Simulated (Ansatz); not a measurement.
TiSe, space group P4/nmm: cell relaxations under several functionals, run with the Python package of Ansatz (0.2.0).

Script `lattice_tise.py`:
```python
"""How the lattice of TiSe depends on the functional."""

from dataclasses import dataclass

import ansatz as az
import numpy as np


@dataclass(frozen=True)
class Options:
    mesh: tuple[int, ...] = (6, 6, 4)
    occupations: str = "Marzari-Vanderbilt"
    sigma: float = 0.3
    force_tol: float = 0.05


settings = Options()

def edges_and_angles(cell):
    cell = np.asarray(cell)
    a, b, c = np.linalg.norm(cell, axis=1)
    cosines = cell[1] @ cell[2] / (b * c), cell[0] @ cell[2] / (a * c), cell[0] @ cell[1] / (a * b)
    return (a, b, c, *np.degrees(np.arccos(cosines)))

vectors = np.array([
    [4.178357, 0.0, 0.0],
    [0.0, 4.178357, 0.0],
    [0.0, 0.0, 5.984423],
])
xtal = (
    az.Lattice.of(vectors)
    .atom("Ti", (0.5, 0.5, 0.0))
    .atom("Ti", (0.0, 0.0, 0.0))
    .atom("Se", (0.5, 0.0, 0.239444))
    .atom("Se", (0.0, 0.5, 0.760556))
)

base = (
    xtal.calculation()
    .basis(31 * az.Ry)
    .accuracy("low")
    .kpoints(*settings.mesh, shift=0.5)
    .occupations(settings.occupations, width=settings.sigma)
    .relax(cell=True, force_tolerance=settings.force_tol)
)

levels = [("pbesol", "d3bj"), ("pbesol", "none"), ("blyp", "d3bj")]
print("level            a       b       c    alpha   beta  gamma  V/atom  steps")
for name, dispersion in levels:
    seen = []
    run = base.functional(name, dispersion=dispersion).session().plan()
    res = run.execute(on_event=lambda e: seen.append(e) if e["event"] == "relax_step" else None)
    cell = res.lattice.cell_ang
    label = name if dispersion == "none" else f"{name}+{dispersion}"
    print("{:13s} {:7.4f} {:7.4f} {:7.4f} {:6.2f} {:6.2f} {:6.2f}".format(label, *edges_and_angles(cell)), f"{abs(np.linalg.det(cell)) / len(res.lattice.sites):7.3f} {len(seen):5d}")
```

Rank the levels of theory by the volume of the relaxed cell.

From smallest to largest: PBEsol+D3BJ (19.59 Å³ an atom, -25.0 % against the start), BLYP+D3BJ (20.28 Å³ an atom, -22.3 % against the start) and PBEsol (22.70 Å³ an atom, -13.1 % against the start). The spread is 15.9 % in volume.

The run itself:

`python lattice_tise.py` gives:
```text
level            a       b       c    alpha   beta  gamma  V/atom  steps
pbesol+d3bj    4.1118  4.1118  4.6360  90.00  90.00  90.00  19.595     9
pbesol         4.1321  4.1321  5.3190  90.00  90.00  90.00  22.705     8
blyp+d3bj      4.1695  4.1695  4.6669  90.00  90.00  90.00  20.283     9
```

Reading the output:
- The settings weren't tested for convergence.
- BLYP and dispersion corrections can be off by several per cent in the lattices of metals, and by several GPa in the pressure at a fixed cell.
- The mesh is modest for a metal, so energies can be off by several to tens of meV an atom and pressures by half a GPa or more; differences at equal mesh fare better.
- This cell is a computed structure, which may not be the phase found in nature.
- Hardware and time: 58 s on 1 thread of Arm Neoverse V2, on a shared host, peak memory 0.48 GiB.
